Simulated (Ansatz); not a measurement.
**Relaxation of Rb2Sb2F**

Wanted: the geometry at rest of Rb2Sb2F (a borrowed structure type, volume estimated), relaxing the atoms in a fixed cell, and its electronic structure there.

Program: Ansatz 0.2.0. Level of theory: DFT, r2SCAN, no spin polarisation, plane waves, PAW. These are calculated values, not measurements.

### Step 1. The system as given

Symmetry: Immm, No. 71, orthorhombic system. Conventional cell: a = 4.685 Å, b = 7.499 Å, c = 9.658 Å, α = 90.00°, β = 90.00°, γ = 90.00°. F (site symmetry mmm) is surrounded by 4 Sb at 3.24 Å and 4 Rb at 3.58 Å. Rb (site symmetry mm2) is surrounded by 6 Sb at 3.51 Å and 2 F at 3.58 Å. Sb (site symmetry m2m) has 1 Sb at 3.02 Å and 2 F at 3.24 Å as nearest neighbours.

Coordinates:

```
CELL_PARAMETERS angstrom
-2.34248 3.74975 4.82876
4.68497 0.00000 0.00000
2.34248 3.74975 -4.82876
ATOMIC_POSITIONS crystal
F 0.00000 0.00000 0.00000
Rb 0.72021 0.22021 0.27979
Rb 0.27979 0.77979 0.72021
Sb 0.70160 0.50000 0.70160
Sb 0.29840 0.50000 0.29840
```

It starts from an earlier solution of the starting cell (checkpoint.read).

### Step 2. Relaxing

input.yaml reads:

```yaml
crystal:
  lattice:
    - [-2.342483, 3.749748, 4.828755]
    - [4.684966, 0.0, 0.0]
    - [2.342483, 3.749748, -4.828755]
  atoms:
    - { symbol: F, position: [0.0, 0.0, 0.0] }
    - { symbol: Rb, position: [0.72021, 0.22021, 0.27979] }
    - { symbol: Rb, position: [0.27979, 0.77979, 0.72021] }
    - { symbol: Sb, position: [0.7016, 0.5, 0.7016] }
    - { symbol: Sb, position: [0.2984, 0.5, 0.2984] }
  symmetry: { tolerance: 0.0003 }
kpoints:
  mp_grid: { grid: [6, 6, 6], shift: [0, 0, 0] }
magnetization:
  spin_polarized: false
scf:
  occupations: { method: cold, width: 0.2355 }
  lower_state_search: "off"
hamiltonian:
  pseudopotentials: { kind: paw }
  xc: r2scan
basis:
  ecutwfc: 500
  fft_grid_basis: typed
relax:
  max_steps: 80
output:
  forces: true
  stress: true
  eigenvalues: true
  bader: true
  populations: true
  elf: true
  write_potential: true
  volumetric_format: npy
  dos:
    e_range: [-12, 8]
    de: 0.05
    projected: { site_lists: { F: [F], Rb: [Rb], Sb: [Sb] } }
  write_density: true
checkpoint:
  read: saved_state
```

On the command line:

```sh
> ansatz run input.yaml --threads 2 --pin off --max-ram 3584MiB --backend cpu --events-out ev --progress --plain --runs-dir out
```

Before running it: what results should come out? Wanted: moves; energy gained; largest move; pressure left in the fixed cell; character; Bader charges.

As calculated:

```
                                                 quantity                          value
                                                    moves                              6
                                            energy gained                 254.0 meV/atom
                                             largest move                    0.55 Å (Rb)
                     space group (0.01 Å), before / after                    Immm / Immm
                          pressure left in the fixed cell                        3.3 GPa
                                                character                          metal
density of states, mean within 0.25 eV of the Fermi level            4.8 per eV per cell
                                            Bader charges  F -0.87, Rb +0.76, Sb -0.33 e
```

In words: In the fixed cell the largest move of an atom is 0.55 Å; the energy fell by 254.0 meV per atom. The fixed cell still holds a mean pressure of 3.3 GPa, from stresses of opposite sign along its axes, so its shape would change if let free. With 8 symmetry operations imposed, the end may be a saddle point towards distortions that break them. The cell is metallic; within 0.25 eV of the Fermi level the density of states averages 4.8 per eV per cell, mostly Sb p (91 %). By Bader's partition Rb gives up most (+0.76 e) and F takes most (-0.87 e).

Keep in mind: an odd count of electrons without spin polarisation forces a partly filled band; wide smearing; the SCF threshold is loose for a stress.
